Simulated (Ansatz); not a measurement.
# C8H16: up Jacob's ladder to CCSD(T)

The task here is to estimate one member of a computed series from the others.

The runs use Ansatz 0.2.0, Gaussian basis; functionals in def2-TZVPP, the program's frozen cores in correlated methods.

Levels to be run: LDA (SPW92), PBE-D4, revPBE-D4, BLYP-D4, r2SCAN-D4, B97M-V, PBE0-D4, B3LYP-D4, r2SCANh-D4, r2SCAN0-D4, HSE06-D4, BHLYP-D4, CAM-B3LYP-D4, LC-ωPBE, ωB97X-V, ωB97M-V, B2PLYP, PBE-QIDH; CCSD(T)/def2-SVP; CCSD(T)/def2-TZVPP; MP2/def2-QZVPP; extrapolation to the limit; RPA on PBE.

**The relaxed structure**

An earlier PBE0-D4 in a triple-zeta def2 set relaxation fixed the geometry.

24 atoms, charge 0, spin multiplicity 1.

Atoms are counted from 1 here; the program's logs count them from 0.

Bond lengths: C1–C2 1.519 Å, C1–H9 1.092 Å, C1–H10 1.092 Å, C1–H11 1.094 Å, C2–C3 1.528 Å, C2–C4 1.499 Å, C2–H12 1.100 Å, C3–H13 1.093 Å, C3–H14 1.093 Å, C3–H15 1.094 Å, C4–C5 1.327 Å, C4–H16 1.091 Å, C5–C6 1.497 Å, C5–H17 1.090 Å, C6–C7 1.526 Å, C6–C8 1.526 Å, C6–H18 1.097 Å, C7–H19 1.095 Å and more. Angles: C2–C1–H9 111.7°, C2–C1–H10 110.4°, C2–C1–H11 111.0°, H9–C1–H10 107.9°, H9–C1–H11 108.0°, H10–C1–H11 107.7°, C1–C2–C3 111.0°, C1–C2–C4 114.0°, C1–C2–H12 107.8°, C3–C2–C4 109.9°, C3–C2–H12 107.0°, C4–C2–H12 106.8°, C2–C3–H13 111.0°, C2–C3–H14 111.4°, C2–C3–H15 110.4°, H13–C3–H14 108.0°, H13–C3–H15 108.1°, H14–C3–H15 107.8° and more.

Set-up of the first run:

File in.yaml:

```yaml
crystal:
  periodic: [false, false, false]
  atoms:
    - {symbol: C, position_ang: [0.257893, -2.545849, -0.394048]}
    - {symbol: C, position_ang: [-0.539056, -1.572517, -1.244761]}
    - {symbol: C, position_ang: [0.009166, -1.516282, -2.669899]}
    - {symbol: C, position_ang: [-0.619755, -0.188589, -0.674355]}
    - {symbol: C, position_ang: [-0.049871, 0.254757, 0.438957]}
    - {symbol: C, position_ang: [-0.148058, 1.656025, 0.955480]}
    - {symbol: C, position_ang: [-0.814443, 1.679414, 2.328077]}
    - {symbol: C, position_ang: [1.231717, 2.305284, 1.015300]}
    - {symbol: H, position_ang: [-0.153303, -2.631353, 0.614406]}
    - {symbol: H, position_ang: [0.251413, -3.540632, -0.845490]}
    - {symbol: H, position_ang: [1.300998, -2.227565, -0.307562]}
    - {symbol: H, position_ang: [-1.570243, -1.949507, -1.311393]}
    - {symbol: H, position_ang: [-0.012533, -2.504068, -3.137419]}
    - {symbol: H, position_ang: [-0.573706, -0.834505, -3.294356]}
    - {symbol: H, position_ang: [1.044508, -1.163685, -2.667172]}
    - {symbol: H, position_ang: [-1.204775, 0.516614, -1.266307]}
    - {symbol: H, position_ang: [0.542931, -0.425754, 1.049705]}
    - {symbol: H, position_ang: [-0.770408, 2.230405, 0.258822]}
    - {symbol: H, position_ang: [-0.231184, 1.099543, 3.050339]}
    - {symbol: H, position_ang: [-1.817868, 1.250318, 2.287613]}
    - {symbol: H, position_ang: [-0.892545, 2.701473, 2.708548]}
    - {symbol: H, position_ang: [1.892543, 1.746823, 1.685792]}
    - {symbol: H, position_ang: [1.166819, 3.330123, 1.390805]}
    - {symbol: H, position_ang: [1.699773, 2.329550, 0.028918]}
basis:
  gaussian: {orbitals: def2-TZVPP}
hamiltonian: {xc: lda}
output: {orbitals: {seedname: orbitals}}
```

On the command line:

```bash
> ansatz run in.yaml --threads 5 --pin off --events-out ev --progress --plain --max-ram 66560MiB --backend cuda --devices 0, --max-vram 37GiB
```

Among the steps run: LDA; PBE-D4 (GGA); revPBE-D4 (GGA); BLYP-D4 (GGA); r2SCAN-D4 (meta-GGA); B97M-V (meta-GGA); B3LYP-D4 (hybrid); r2SCANh-D4 (hybrid); r2SCAN0-D4 (hybrid); HSE06-D4 (hybrid); BHLYP-D4 (hybrid); CAM-B3LYP-D4 (range-separated); LC-ωPBE (range-separated); ωB97X-V (range-separated); ωB97M-V (range-separated); B2PLYP (double hybrid); PBE-QIDH (double hybrid).

One table of the session follows, with a row left open; its other results are not shown here.

It belongs to the step «Orbital energies across the functionals». 

| functional | HOMO (eV) | LUMO (eV) | gap (eV) |
| --- | --- | --- | --- |
| LDA (SPW92) | -6.02 | -0.62 | 5.40 |
| PBE-D4 | -5.84 | -0.38 | 5.45 |
| revPBE-D4 | -5.76 | -0.28 | 5.48 |
| BLYP-D4 | ? | ? | ? |
| r2SCAN-D4 | -6.02 | -0.13 | 5.89 |
| B97M-V | -6.08 | -0.14 | 5.94 |
| PBE0-D4 | -6.93 | 0.63 | 7.56 |
| B3LYP-D4 | -6.72 | 0.38 | 7.11 |
| r2SCANh-D4 | -6.43 | 0.24 | 6.67 |
| r2SCAN0-D4 | -7.06 | 0.78 | 7.84 |
| HSE06-D4 | -6.53 | 0.25 | 6.78 |
| BHLYP-D4 | -7.89 | 1.62 | 9.51 |
| CAM-B3LYP-D4 | -8.25 | 1.69 | 9.95 |
| LC-ωPBE | -9.62 | 2.91 | 12.52 |
| ωB97X-V | -9.26 | 2.75 | 12.01 |
| ωB97M-V | -9.18 | 2.47 | 11.65 |

Q: Estimate the row for BLYP-D4 from the others.

Worked estimate for «HOMO (eV)». Against the share of exact exchange, B3LYP-D4 (0.2, -6.72), BHLYP-D4 (0.5, -7.89) give a slope of -3.90 per unit share; at 0 the line stands at -5.94.

As computed: HOMO (eV): -5.68; LUMO (eV): -0.25; gap (eV): 5.43. In «HOMO (eV)» the line misses by -0.26.
